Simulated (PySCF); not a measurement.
**Cl3H2NTi: fields and orbitals**

For Cl3H2NTi, the scripts below analyse its density (charges, bond critical points, surface potential), see where an electron leaves and enters and measure its response to a uniform field.

Method: levels as typed in each script, gas phase, geometry from GFN2-xTB; program: PySCF 2.14.0.

## 1. Where the work starts

SMILES `N[Ti](Cl)(Cl)Cl`, 7 atoms, charge 0, spin multiplicity 1.

Bond lengths: N1–Ti2 1.816 Å, N1–H6 1.022 Å, N1–H7 1.022 Å, Ti2–Cl3 2.131 Å, Ti2–Cl4 2.131 Å, Ti2–Cl5 2.134 Å. Angles: Ti2–N1–H6 125.9°, Ti2–N1–H7 125.9°, H6–N1–H7 108.2°, N1–Ti2–Cl3 111.8°, N1–Ti2–Cl4 111.8°, N1–Ti2–Cl5 112.6°, Cl3–Ti2–Cl4 108.1°, Cl3–Ti2–Cl5 106.1°, Cl4–Ti2–Cl5 106.1°.

Geometry (Å):

```xyz
7
Cl3H2NTi
N    -0.0001    0.0786   -2.0984
Ti   -0.0002    0.0164   -0.2838
Cl   -1.7275    0.9541    0.5394
Cl    1.7231    0.9619    0.5393
Cl    0.0047   -1.9802    0.4701
H    -0.8278    0.0880   -2.6978
H     0.8272    0.0917   -2.6978
```

## 2. Density, bond paths and surface potential (PBE/def2-tzvp)

Contents of input.py:

```python
import numpy as np
from pyscf import gto, scf, dft
from pyscf.scf import atom_ks, atom_hf
from scipy.linalg import block_diag

def solve(mol, dm0=None, hcore=None):
    mf = (dft.UKS if mol.spin else dft.RKS)(mol, xc='pbe')
    mf.grids.level = 3
    mf = mf.density_fit(auxbasis='def2-universal-jkfit')
    mf.conv_tol, mf.max_cycle = 1e-8, 80
    if hcore is not None:
        mf.get_hcore = lambda *args: hcore
    mf.kernel(dm0)
    if not mf.converged:
        mf = mf.newton().run(mf.mo_coeff, mf.mo_occ, max_cycle=30)
    assert mf.converged, 'SCF not converged'
    return mf

mol = gto.M(atom='''
N     -0.00015     0.07863    -2.09842
Ti    -0.00019     0.01644    -0.28384
Cl    -1.72749     0.95410     0.53939
Cl     1.72311     0.96187     0.53929
Cl     0.00474    -1.98019     0.47009
H     -0.82785     0.08797    -2.69778
H      0.82720     0.09170    -2.69783
''', basis='def2-tzvp', charge=0, spin=0, verbose=4)
mf = solve(mol)
mf.analyze()
# spherically averaged free atoms, for the promolecule
atm = atom_ks.get_atm_nrks(mol, xc='pbe')
pro = block_diag(*[(atm[a[0]][2] * atm[a[0]][3]) @ atm[a[0]][2].T for a in mol._atom])
np.savez('result.npz', e=mf.e_tot, c=mf.mo_coeff, occ=mf.mo_occ, eps=mf.mo_energy, pro=pro, dip=mf.dip_moment(verbose=0), s2=mf.spin_square()[0])
```

Run with:

```sh
OMP_NUM_THREADS=1 python input.py
```

## 4. Removing and adding an electron (PBE/def2-tzvp)

Edit input.py of step 2 so:

```diff
@@ -28,3 +28,12 @@
 mf = solve(mol)
-mf.analyze()
+out = dict(e0=mf.e_tot, dm0=mf.make_rdm1(), c=mf.mo_coeff, occ=mf.mo_occ, eps=mf.mo_energy)
+for name, dq, spin in [('cation', 1, 1)]:
+    ion = mol.copy().set(charge=mol.charge + dq, spin=spin).build()
+    mi = solve(ion)
+    if spin and dq > 0 and mol.nao < 130:
+        c, _, stable, _ = mi.stability(return_status=True)
+        if not stable:
+            mi = solve(ion, mi.make_rdm1(c, mi.mo_occ))
+    print(name, 'vertical energy change / eV', (mi.e_tot - mf.e_tot) * 27.211386)
+    out.update({'e_' + name: mi.e_tot, 'dm_' + name: mi.make_rdm1(), 's2_' + name: mi.spin_square()[0], 'eps_' + name: mi.mo_energy, 'occ_' + name: mi.mo_occ})
 # spherically averaged free atoms, for the promolecule
@@ -32,2 +41,2 @@
 pro = block_diag(*[(atm[a[0]][2] * atm[a[0]][3]) @ atm[a[0]][2].T for a in mol._atom])
-np.savez('result.npz', e=mf.e_tot, c=mf.mo_coeff, occ=mf.mo_occ, eps=mf.mo_energy, pro=pro, dip=mf.dip_moment(verbose=0), s2=mf.spin_square()[0])
+np.savez('result.npz', pro=pro, **out)
```

## 6. Response to an electric field (PBE/def2-tzvp)

Contents of input.py:

```python
import numpy as np
from pyscf import gto, scf, dft
from pyscf.scf import atom_ks, atom_hf
from scipy.linalg import block_diag

def solve(mol, dm0=None, hcore=None):
    mf = (dft.UKS if mol.spin else dft.RKS)(mol, xc='pbe')
    mf.grids.level = 3
    mf = mf.density_fit(auxbasis='def2-universal-jkfit')
    mf.conv_tol, mf.max_cycle = 1e-8, 80
    if hcore is not None:
        mf.get_hcore = lambda *args: hcore
    mf.kernel(dm0)
    if not mf.converged:
        mf = mf.newton().run(mf.mo_coeff, mf.mo_occ, max_cycle=30)
    assert mf.converged, 'SCF not converged'
    return mf

mol = gto.M(atom='''
N     -0.00015     0.07863    -2.09842
Ti    -0.00019     0.01644    -0.28384
Cl    -1.72749     0.95410     0.53939
Cl     1.72311     0.96187     0.53929
Cl     0.00474    -1.98019     0.47009
H     -0.82785     0.08797    -2.69778
H      0.82720     0.09170    -2.69783
''', basis='def2-tzvp', charge=0, spin=0, verbose=4)
field = np.array([0.004, 0.0, 0.0])  # atomic units
mol.set_common_orig(mol.atom_charges() @ mol.atom_coords() / mol.atom_charges().sum())
mf = solve(mol)
out = dict(dm0=mf.make_rdm1(), d0=mf.dip_moment(unit='AU'), e0=mf.e_tot)
for name, sign in (('p', 1), ('m', -1)):
    h = mf.get_hcore() + sign * np.einsum('x,xij->ij', field, mol.intor('int1e_r'))
    mi = solve(mol, mf.make_rdm1(), h)
    out.update({'dm' + name: mi.make_rdm1(), 'd' + name: mi.dip_moment(unit='AU'), 'e' + name: mi.e_tot})
# spherically averaged free atoms, for the promolecule
atm = atom_ks.get_atm_nrks(mol, xc='pbe')
pro = block_diag(*[(atm[a[0]][2] * atm[a[0]][3]) @ atm[a[0]][2].T for a in mol._atom])
np.savez('result.npz', pro=pro, **out)
```

(Steps that only read results are left out.)

Q: Predict the outcome of this session. Wanted: dipole moment; HOMO, LUMO; vertical ionisation energy; polarisability along the field.

The runs gave:

```
                                      quantity            value
                 dipole moment (PBE/def2-tzvp)           3.13 D
                    HOMO, LUMO (PBE/def2-tzvp)  -7.06, -3.80 eV
    vertical ionisation energy (PBE/def2-tzvp)          9.90 eV
polarisability along the field (PBE/def2-tzvp)       84.5 bohr³
```

At PBE/def2-tzvp: The highest Hirshfeld charge is on Ti2 (+0.39 e), the lowest on N1 (−0.29 e). The ionisation energy from two SCF runs, 9.90 eV, lies 2.8 eV above −ε(HOMO) = 7.06 eV of the same level, PBE/def2-tzvp, since self-interaction lifts this functional's HOMO. The geometry was not optimised at these levels.
